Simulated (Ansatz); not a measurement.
A nudged elastic band was laid between two geometries of a periodic cell of 17 atoms, Si (host Si, host structure diamond, interstitial Si).

Theory: Ansatz, DFT PBE-D3(BJ), scalar-relativistic, plane waves, PAW. Settings: PAW set soft_1, cutoff 420 eV, k mesh 2x2x2, gaussian smearing 0.02 eV, no spin polarisation.

```
movable images  : 5
climbing image  : yes
spring          : 2.0 to 10.0 eV/Å², energy-weighted
optimiser       : quadratic models (default)
start path      : IDPP
force threshold : 0.03 eV/Å
iteration limit : 67
end points      : relaxed
```

Image 0:

```xyz
17
Lattice="0.0000 5.4300 5.4300 5.4300 0.0000 5.4300 5.4300 5.4300 0.0000" Properties=species:S:1:pos:R:3
Si 0.002 0.004 0.006
Si 1.357 1.357 1.358
Si 2.709 2.710 0.002
Si 4.069 4.072 1.324
Si 2.708 0.001 2.711
Si 4.069 1.322 4.074
Si 5.449 2.690 2.691
Si 6.817 4.070 4.071
Si 0.000 2.709 2.710
Si 1.319 4.071 4.073
Si 2.686 5.453 2.690
Si 4.068 6.819 4.070
Si 2.686 2.688 5.454
Si 4.067 4.069 6.820
Si 5.445 5.447 5.449
Si 6.778 6.782 6.784
Si 4.062 4.067 4.069
```

Image 6:

Only the atoms that move by more than 0.05 Å are listed.
```
Si17 2.716 2.715 2.715
```

Q: Which bonds break or form, and what moves?

A: Contacts lost: Si15–Si17. Contacts made: Si2–Si17. The atom that moves furthest is Si17, by 2.34 Å; four of its nearest neighbours are Si13 2.39, Si11 2.39, Si7 2.39, Si15 2.39 Å at the first end and Si2 2.39, Si6 2.39, Si4 2.39, Si10 2.39 Å at the last.

Q: Give the energies along the band, and the barrier.

A: It converged. The highest image is number 3 of 0 to 6, 0.30 eV above the ends, which have the same energy within 2 meV. By the program's own check the climbing image is of a kind that is not told: the force calls were inconclusive, a negative curvature could not be distinguished from the path's own, the only one lies far off the path, or fixed occupations may fill a level only in part (lowest curvatures found: -0.14 and 0.16 eV/Å²). Limits of this set-up: coarse k mesh, a small cell, in which the defect meets its images.

| image | path coordinate (Å) | energy (eV) | Si15–Si17 (Å) | Si2–Si17 (Å) |
| --- | --- | --- | --- | --- |
| 0 | 0.00 | 0.00 | 2.39 | 4.69 |
| 1 | 0.68 | 0.17 | 2.47 | 4.13 |
| 2 | 1.15 | 0.28 | 2.67 | 3.70 |
| 3 | 1.59 | 0.30 | 3.12 | 3.27 |
| 4 | 2.08 | 0.29 | 3.59 | 2.75 |
| 5 | 2.59 | 0.18 | 4.09 | 2.49 |
| 6 | 3.30 | 0.00 | 4.70 | 2.39 |

Q: What is the geometry of the highest image?

A: 
```xyz
17
Lattice="0.0000 5.4300 5.4300 5.4300 0.0000 5.4300 5.4300 5.4300 0.0000" Properties=species:S:1:pos:R:3
Si 0.178 0.174 0.171
Si 1.533 1.535 1.540
Si 2.764 2.765 -0.012
Si 4.149 4.154 1.251
Si 2.768 -0.012 2.770
Si 4.142 1.262 4.161
Si 5.527 2.629 2.623
Si 6.805 4.007 4.008
Si -0.011 2.773 2.773
Si 1.272 4.146 4.156
Si 2.637 5.541 2.614
Si 4.012 6.807 4.013
Si 2.631 2.619 5.554
Si 4.016 4.017 6.809
Si 5.226 5.223 5.221
Si 6.586 6.590 6.594
Si 3.418 3.423 3.423
```

Time of the run: 8.2 min on 1 thread of Arm Neoverse V1, on a shared host, peak memory 0.81 GiB.
